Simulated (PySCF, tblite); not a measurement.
# C6H8ClO2 radical: geometry, infrared bands and EPR parameters

Wanted: the infrared bands and EPR parameters of C6H8ClO2 radical (`C=C(Cl)[C@@H]1O[C@H](C)[C]1O`), by calculation.

Computed with tblite 0.8.0 and PySCF 2.14.0, with density-fitted response routines of our own, on a single molecule in the gas phase. Atoms count from 0, in the outputs and in this text.

### 1 The starting structure

17 atoms, charge 0, multiplicity 2; geometry from: force field or distance geometry start.

Bonds of the start (Å): C0–C1 1.34, C1–Cl2 1.76, C1–C3 1.49, C3–O4 1.43, O4–C5 1.44, C5–C6 1.51, C5–C7 1.47, C7–O8 1.39, C7–C3 1.47, C0–H9 1.09, C0–H10 1.08, C3–H11 1.10, C5–H12 1.09, C6–H13 1.09, C6–H14 1.10, C6–H15 1.10, O8–H16 0.97.

### 2 Relaxing the molecule with GFN2-xTB

The job: settings as JSON, then the geometry in Å.

```
{"job": {"kind": "relax", "xc": "GFN2-xTB", "basis": "xTB"}, "charge": 0, "multiplicity": 2}
C      2.255500     1.235300     0.504700
C      1.903600    -0.039100     0.297600
Cl     2.936900    -1.297100     0.958300
C      0.699000    -0.411500    -0.490100
O     -0.197600     0.636400    -0.884800
C     -1.333800    -0.060100    -0.340300
C     -2.132300     0.838900     0.574800
C     -0.389400    -0.954400     0.338000
O     -0.642000    -2.315800     0.387000
H      1.642400     2.050200     0.113000
H      3.129200     1.509800     1.068700
H      0.957800    -1.055800    -1.337100
H     -1.934600    -0.533500    -1.111600
H     -2.647500     1.606700    -0.002600
H     -2.895800     0.268200     1.119500
H     -1.505400     1.343100     1.330800
H      0.147000    -2.809300     0.657600
```

Command:

```bash
$ OMP_NUM_THREADS=1 python probes_run.py task.json out
```

One launch serves the whole session: the jobs run in the order shown.

**Question.** This job is followed by: GFN2-xTB harmonic vibrations, gas phase; UKS B3LYP, pcH-1 on C Cl H O, non-relativistic, mean-field spin-orbit, GIAO. Predict these results of the whole session: strongest single infrared mode (GFN2-xTB); zero-point energy (GFN2-xTB); g(iso) (B3LYP); ⟨S²⟩; largest a(iso) (averaged by class); potential on the surface of density 0.002 e/bohr³, 1st and 99th percentile.

**Answer**, as computed:

```
                                                                  quantity                  value
                                 strongest single infrared mode (GFN2-xTB)  1253 cm⁻¹, 155 km/mol
                                              zero-point energy (GFN2-xTB)          78.7 kcal/mol
                                                            g(iso) (B3LYP)                2.00318
                                                                      ⟨S²⟩     0.753 (exact 0.75)
                                        largest a(iso) (averaged by class)   13C on C7, 216.8 MHz
potential on the surface of density 0.002 e/bohr³, 1st and 99th percentile     -1.25 V and 2.23 V
```

**Reading.** Over 66 steps the energy fell by 0.322 eV; of the close pairs, C3–C7 changed most, 1.471 to 1.505 Å. All 45 modes are real, so the xTB geometry is a minimum. The strongest single mode, at 1253 cm⁻¹, is carried by C7, H16, C5. GFN2-xTB is a fitted tight-binding method: band positions and strengths are rough. Its intensities can rank the bands wrongly. Most of the unpaired spin sits on C7 (0.83 e). The isotropic g lies 0.9 ppt above the free-electron value.
